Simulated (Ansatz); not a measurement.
# AlGeH8NSi: single point in a Gaussian basis, by script

A script is to give a single point in a Gaussian basis; the system is AlGeH8NSi.

Computed with the Python package of Ansatz 0.2.0. Level of theory: MP2/def2-TZVP.

**1. The system**

Bond lengths: Al1–N2 1.853 Å, N2–Si3 1.785 Å, Si3–Ge4 2.334 Å, Al1–H5 1.623 Å, Al1–H6 1.656 Å, N2–H7 1.067 Å, Si3–H8 1.406 Å, Si3–H9 1.528 Å, Ge4–H10 1.478 Å, Ge4–H11 1.595 Å, Ge4–H12 1.546 Å. Angles (14 of 18 angles, heavy atoms first): Al1–N2–Si3 106.4°, N2–Si3–Ge4 110.3°, Al1–N2–H7 108.5°, Si3–N2–H7 107.5°, N2–Al1–H5 122.8°, N2–Al1–H6 120.5°, N2–Si3–H8 111.8°, N2–Si3–H9 106.7°, Ge4–Si3–H8 112.9°, Ge4–Si3–H9 107.4°, Si3–Ge4–H10 110.8°, Si3–Ge4–H11 105.0°, Si3–Ge4–H12 108.1°, H5–Al1–H6 116.7°.

The script holds or builds the structure itself.

**2. Script**

The input, energy_algeh8nsi.py:

```python
'''Single point of AlGeH8NSi.'''

from pathlib import Path

import ansatz as az
from ase import Atoms
import numpy as np

atoms = Atoms(['Al', 'N', 'Si', 'Ge', 'H', 'H', 'H', 'H', 'H', 'H', 'H', 'H'], positions=[
    [-1.447, 1.6288, 0.2054],
    [0.1259, 1.1949, 1.0842],
    [0.2729, -0.5828, 1.0058],
    [0.9699, -1.246, -1.1211],
    [-1.7202, 1.2456, -1.3474],
    [-2.6266, 2.5, 0.9751],
    [0.9443, 1.6081, 0.5381],
    [-0.9093, -1.2224, 1.419],
    [1.374, -0.9757, 1.9901],
    [2.211, -0.5443, -1.5095],
    [-0.2437, -0.8772, -2.0877],
    [1.1257, -2.7841, -1.118],
])
geometry = az.Crystal.molecule_from_ase(atoms)

setup = geometry.calculation().basis(gaussian='def2-TZVP').correlation('mp2').forces().orbitals()
res = setup.run(runs_dir='runs')
r = res.report

print('reference energy %16.6f eV' % r['reference_energy_ev'])
print('total energy     %16.6f eV' % r['free_energy_ev'])
print('occupied orbitals outside the frozen core (up, down):', r['n_occupied'], ' frozen:', r['n_frozen'], ' virtual:', r['n_virtual'])

print('correlation energy', round(r['free_energy_ev'] - r['reference_energy_ev'], 5), 'eV')
cluster = r['correlation'].get('coupled_cluster')
if cluster:
    print('cycles', cluster['cycles'], ' T1 diagnostic', round(cluster['t1_diagnostic'], 4), ' largest double', round(cluster['largest_double'], 4))

field = r['mean_field']
print('<S^2> =', round(abs(field['state']['spin_squared']), 4), ' all-electron relativity setting:', field['relativity'])
print('passes:', field['passes'])
if 'symmetry' in field:
    print('occupied orbitals by irrep:', field['symmetry']['occupied'])

symbols = [site.symbol for site in geometry.cartesian_sites]
print('forces (eV/A)')
for symbol, f in zip(symbols, r['forces_ev_ang']):
    print(f'  {symbol:2s} {f[0]:9.4f} {f[1]:9.4f} {f[2]:9.4f}')

charges = r['charge_distribution']
print('dipole moment', round(4.803205 * float(np.linalg.norm(charges['dipole_moment_e_ang'])), 3), 'D')
print('Mulliken:', [(s, round(q, 3)) for s, q in zip(symbols, charges['mulliken_charges_e'])])

lines = Path(r['orbitals_path']).read_text().splitlines()
field_of = lambda key: [line.split('=')[1].strip() for line in lines if line.startswith(key)]
orbitals = [(27.211386 * float(e), s, float(n)) for e, s, n in zip(field_of('Ene='), field_of('Spin='), field_of('Occup='))]
homo = max(e for e, _, n in orbitals if n > 0.5)
lumo = min(e for e, _, n in orbitals if n < 0.5)
print(f'HOMO {homo:.3f} eV, LUMO {lumo:.3f} eV, gap {lumo - homo:.3f} eV')
```

**3. The calls as engine input**

The package turns the script's settings into the engine's input:

```yaml
crystal:
  periodic: [false, false, false]
  atoms:
    - { symbol: Al, position_ang: [-1.447, 1.6288, 0.2054] }
    - { symbol: "N", position_ang: [0.1259, 1.1949, 1.0842] }
    - { symbol: Si, position_ang: [0.2729, -0.5828, 1.0058] }
    - { symbol: Ge, position_ang: [0.9699, -1.246, -1.1211] }
    - { symbol: H, position_ang: [-1.7202, 1.2456, -1.3474] }
    - { symbol: H, position_ang: [-2.6266, 2.5, 0.9751] }
    - { symbol: H, position_ang: [0.9443, 1.6081, 0.5381] }
    - { symbol: H, position_ang: [-0.9093, -1.2224, 1.419] }
    - { symbol: H, position_ang: [1.374, -0.9757, 1.9901] }
    - { symbol: H, position_ang: [2.211, -0.5443, -1.5095] }
    - { symbol: H, position_ang: [-0.2437, -0.8772, -2.0877] }
    - { symbol: H, position_ang: [1.1257, -2.7841, -1.118] }
basis:
  gaussian:
    orbitals: def2-TZVP
correlation:
  method: mp2
output:
  orbitals: {}
  forces: true
```

**4. Running it**

On the command line:

```sh
> python energy_algeh8nsi.py
```

Q: Predict the main results. Wanted: total energy; largest force; dipole moment; HOMO-LUMO gap of the mean field.

**Answer**, as computed:

| quantity | value |
| --- | --- |
| total energy | -72546.5686 eV |
| largest force | 3.392 eV/Å |
| dipole moment | 0.99 D |
| HOMO-LUMO gap of the mean field (MP2/def2-TZVP) | 11.02 eV |

What this shows: Forces reach 3.39 eV/Å, so the atoms aren't at rest. Notes:
- The geometry is a force-field or estimated start, not a minimum of this method, and the basis set is short of its limit.
- Levels such as HOMO and LUMO are orbital energies: in Hartree-Fock the gap is too wide and the LUMO hangs on the basis.
- Inner cores stay frozen; a filled d shell under the valence of the heavier atoms is correlated with it.
